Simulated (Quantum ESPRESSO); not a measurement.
# BiTe under changes of volume

One of the cells (33.855 Å³/atom); the others are scaled copies at fixed shape and fractional positions:

```
Bi Te
1.0
     0.00000    3.23500    3.23500
     3.23500    0.00000    3.23500
     3.23500    3.23500    0.00000
Bi Te
1 1
Direct
  0.00000 0.00000 0.00000
  0.50000 0.50000 0.50000
```

* Program: Quantum ESPRESSO 7.5
* Functional: LDA
* Potentials or basis: PseudoDojo 0.4.1 SR LDA standard
* Cutoff: 1088 eV
* Density cutoff: 4354 eV
* k mesh: 7 × 7 × 7
* Occupations: fermi-dirac, width 0.05 eV
* Spin: no spin polarisation

| volume (Å³/atom) | energy over the lowest point (meV/atom) | pressure (GPa) |
| --- | --- | --- |
| 31.824 | 0.00 | 0.5 |
| 32.501 | 0.20 | -0.6 |
| 33.178 | ? | ? |
| 33.855 | 14.09 | -2.6 |
| 34.532 | 26.85 | -3.5 |
| 35.209 | 42.94 | -4.2 |
| 35.886 | 62.00 | -4.9 |

**Question.** What does the run at 33.178 Å³/atom give?

**Answer.** Energy over the lowest point 5.06 meV/atom; pressure -1.7 GPa.

Worked out: A Birch-Murnaghan fit of order 3 (a polynomial in V^(-2/3)) to the other rows has its minimum at 32.13 Å³/atom with B0 = V·E''(V) = 56 GPa and B' = 4.4. It gives 5.06 meV/atom at 33.178 Å³/atom, against the run's 5.06, and -dE/dV = -1.7 GPa, against -1.7.

Energies are extrapolated to zero smearing.
